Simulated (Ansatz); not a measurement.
This script drives Ansatz's Python interface.

`run_opt.py`:
```python
"""Geometry optimisation of C2H7B2Cl."""

import logging
import sys
import warnings

import ansatz as az
import numpy as np

logging.basicConfig(stream=sys.stdout, format="[%(levelname)s] %(message)s")
log = logging.getLogger("calc")
log.setLevel(logging.INFO)

GEOMETRY = """
B    -0.60640    1.78280    0.71110
B    -0.98350    0.19860    0.61850
C     0.14630   -0.85640    0.31880
C     0.78860   -0.72100   -1.09610
Cl    1.98110   -1.96080   -1.39470
H     0.44150    2.23930    0.50790
H    -1.49430    2.59230    0.95420
H    -2.03450   -0.16160    0.84930
H    -0.22940   -1.86150    0.52390
H     1.00460   -0.69790    1.08500
H    -0.11330   -0.89180   -1.80690
H     1.17610    0.28270   -1.23710
"""


def main() -> None:
    warnings.simplefilter("ignore", az.DeckWarning)

    system = az.Crystal.molecule()
    for line in GEOMETRY.strip().splitlines():
        symbol, *xyz = line.split()
        system = system.atom(symbol, [float(v) for v in xyz])

    calc = system.calculation()
    calc = calc.basis(gaussian="def2-SVP")
    calc = calc.functional("r2SCAN")
    symbols = [site.symbol for site in system.cartesian_sites]
    start = np.array([site.position_ang for site in system.cartesian_sites], dtype=float)
    def progress(event):
        if event["event"] == "relax_step":
            row = event["data"]
            log.info(f"step {row['step']:3d}  E = {row['lagrangian_ev']:.6f} eV  max force {row['allowed_force_max_ev_ang']:.4f} eV/A")


    summary = calc.relax(force_tolerance=0.01, max_steps=100).session().plan().execute(on_event=progress).report
    end = np.array(summary["positions_ang"])

    log.info("reference energy %16.6f eV" % summary["reference_energy_ev"])
    log.info("total energy     %16.6f eV" % summary["free_energy_ev"])
    print("occupied (up, down):", summary["n_occupied"], " virtual:", summary["n_virtual"], " frozen:", summary["n_frozen"])

    log.info("bond        before    after (A)")
    for i, j in [(0, 1), (0, 5), (0, 6), (1, 2), (1, 7), (2, 3), (2, 8), (2, 9), (3, 4), (3, 10), (3, 11)]:
        d0, d1 = (np.linalg.norm(xyz[i] - xyz[j]) for xyz in (start, end))
        print(f"{symbols[i]}{i}-{symbols[j]}{j}".ljust(10), f"{d0:8.4f} {d1:8.4f}")
    for i, j, k in [(1, 0, 5), (1, 0, 6), (5, 0, 6), (0, 1, 2), (0, 1, 7), (2, 1, 7), (1, 2, 3), (1, 2, 8)]:
        u, v = end[i] - end[j], end[k] - end[j]
        log.info(f"angle {symbols[i]}{i}-{symbols[j]}{j}-{symbols[k]}{k}: {np.degrees(np.arccos(np.clip(u @ v / np.linalg.norm(u) / np.linalg.norm(v), -1, 1))):.2f} deg")

    charges = summary["charge_distribution"]
    dipole = np.array(charges["dipole_moment_e_ang"]) * 4.803205
    log.info("dipole (D): {:.3f} {:.3f} {:.3f}, length {:.3f}".format(*dipole, np.linalg.norm(dipole)))
    log.info("atom  Mulliken   Lowdin")
    for symbol, m, l in zip(symbols, charges["mulliken_charges_e"], charges["lowdin_charges_e"]):
        log.info(f"{symbol:4s} {m:9.3f} {l:8.3f}")
    with open("c2h7b2cl_opt.xyz", "w") as handle:
        handle.write(f"{len(symbols)}\nrelaxed C2H7B2Cl\n")
        handle.writelines(f"{s:2s} {x:11.6f} {y:11.6f} {z:11.6f}\n" for s, (x, y, z) in zip(symbols, end))


if __name__ == "__main__":
    main()
```

It is started by `python run_opt.py`. Estimate its wall time and peak memory on 1 thread of Arm Neoverse N1 (shared host).

It took about 5.5 min, with a peak of 0.23 GiB, for 1 run of the engine.

`python run_opt.py` gives:
```text
[INFO] step   1  E = -16050.923942 eV  max force 3.3568 eV/A
[INFO] step   2  E = -16051.337827 eV  max force 1.2867 eV/A
[INFO] step   3  E = -16051.441506 eV  max force 0.5768 eV/A
[INFO] step   4  E = -16051.557275 eV  max force 0.5309 eV/A
[INFO] step   5  E = -16051.636933 eV  max force 0.5065 eV/A
[INFO] step   6  E = -16051.740256 eV  max force 0.4418 eV/A
[INFO] step   7  E = -16051.855932 eV  max force 0.3717 eV/A
[INFO] step   8  E = -16052.017855 eV  max force 0.3133 eV/A
[INFO] step   9  E = -16052.100347 eV  max force 0.2960 eV/A
[INFO] step  10  E = -16052.153420 eV  max force 0.3134 eV/A
[INFO] step  11  E = -16052.172675 eV  max force 0.3453 eV/A
[INFO] step  12  E = -16052.167860 eV  max force 0.4373 eV/A
[INFO] step  13  E = -16052.184177 eV  max force 0.1011 eV/A
[INFO] step  14  E = -16052.187298 eV  max force 0.0602 eV/A
[INFO] step  15  E = -16052.188722 eV  max force 0.0359 eV/A
[INFO] step  16  E = -16052.190131 eV  max force 0.0431 eV/A
[INFO] step  17  E = -16052.190943 eV  max force 0.0449 eV/A
[INFO] step  18  E = -16052.191295 eV  max force 0.0358 eV/A
[INFO] step  19  E = -16052.190697 eV  max force 0.0997 eV/A
[INFO] step  20  E = -16052.191740 eV  max force 0.0221 eV/A
[INFO] step  21  E = -16052.191816 eV  max force 0.0369 eV/A
[INFO] step  22  E = -16052.191881 eV  max force 0.0300 eV/A
[INFO] step  23  E = -16052.191980 eV  max force 0.0254 eV/A
[INFO] step  24  E = -16052.192017 eV  max force 0.0175 eV/A
[INFO] step  25  E = -16052.192043 eV  max force 0.0119 eV/A
[INFO] step  26  E = -16052.192017 eV  max force 0.0235 eV/A
[INFO] step  27  E = -16052.192059 eV  max force 0.0082 eV/A
[INFO] reference energy    -16052.192069 eV
[INFO] total energy        -16052.192069 eV
occupied (up, down): [23, 23]  virtual: [86, 86]  frozen: 0
[INFO] bond        before    after (A)
B0-B1        1.6311   1.6467
B0-H5        1.1609   1.2123
B0-H6        1.2259   1.2125
B1-C2        1.5746   1.5722
B1-H7        1.1347   1.2207
C2-C3        1.5598   1.5144
C2-H8        1.0924   1.1079
C2-H9        1.1614   1.1080
C3-Cl4       1.7459   1.8109
C3-H10       1.1610   1.1001
C3-H11       1.0851   1.1001
[INFO] angle B1-B0-H5: 122.27 deg
[INFO] angle B1-B0-H6: 122.14 deg
[INFO] angle H5-B0-H6: 115.48 deg
[INFO] angle B0-B1-C2: 130.61 deg
[INFO] angle B0-B1-H7: 114.24 deg
[INFO] angle C2-B1-H7: 115.15 deg
[INFO] angle B1-C2-C3: 116.17 deg
[INFO] angle B1-C2-H8: 107.70 deg
[INFO] dipole (D): -0.819 0.987 0.830, length 1.528
[INFO] atom  Mulliken   Lowdin
[INFO] B       -0.037   -0.011
[INFO] B        0.063   -0.148
[INFO] C       -0.122   -0.027
[INFO] C       -0.018   -0.082
[INFO] Cl      -0.205    0.112
[INFO] H        0.003    0.014
[INFO] H        0.003    0.014
[INFO] H       -0.012    0.026
[INFO] H        0.076    0.050
[INFO] H        0.077    0.051
[INFO] H        0.086    0.001
[INFO] H        0.086    0.001
```

`c2h7b2cl_opt.xyz`, as written:
```text
12
relaxed C2H7B2Cl
B    -0.795515    1.819588    0.495160
B    -0.681389    0.234681    0.927134
C     0.086289   -0.958130    0.249136
C     0.853048   -0.627033   -1.014119
Cl    1.696425   -2.074790   -1.701275
H    -0.032604    2.662027    0.917072
H    -1.691292    2.233221   -0.209645
H    -1.296255   -0.053828    1.941451
H    -0.647592   -1.765879    0.058269
H     0.761641   -1.396753    1.010098
H     0.189290   -0.253519   -1.807907
H     1.634754    0.125115   -0.831475
```

Total energies depend on the basis set; only differences at equal settings carry meaning. The end point is the stationary point reached from this start; no frequency run checks that it is a minimum, and the basis set is modest. The Löwdin charges here are taken after orthogonalising the functions within each atom; they differ from plain Löwdin charges, and their signs can be unphysical.

(Lines on the test bed's own set-up are left out of the output.)
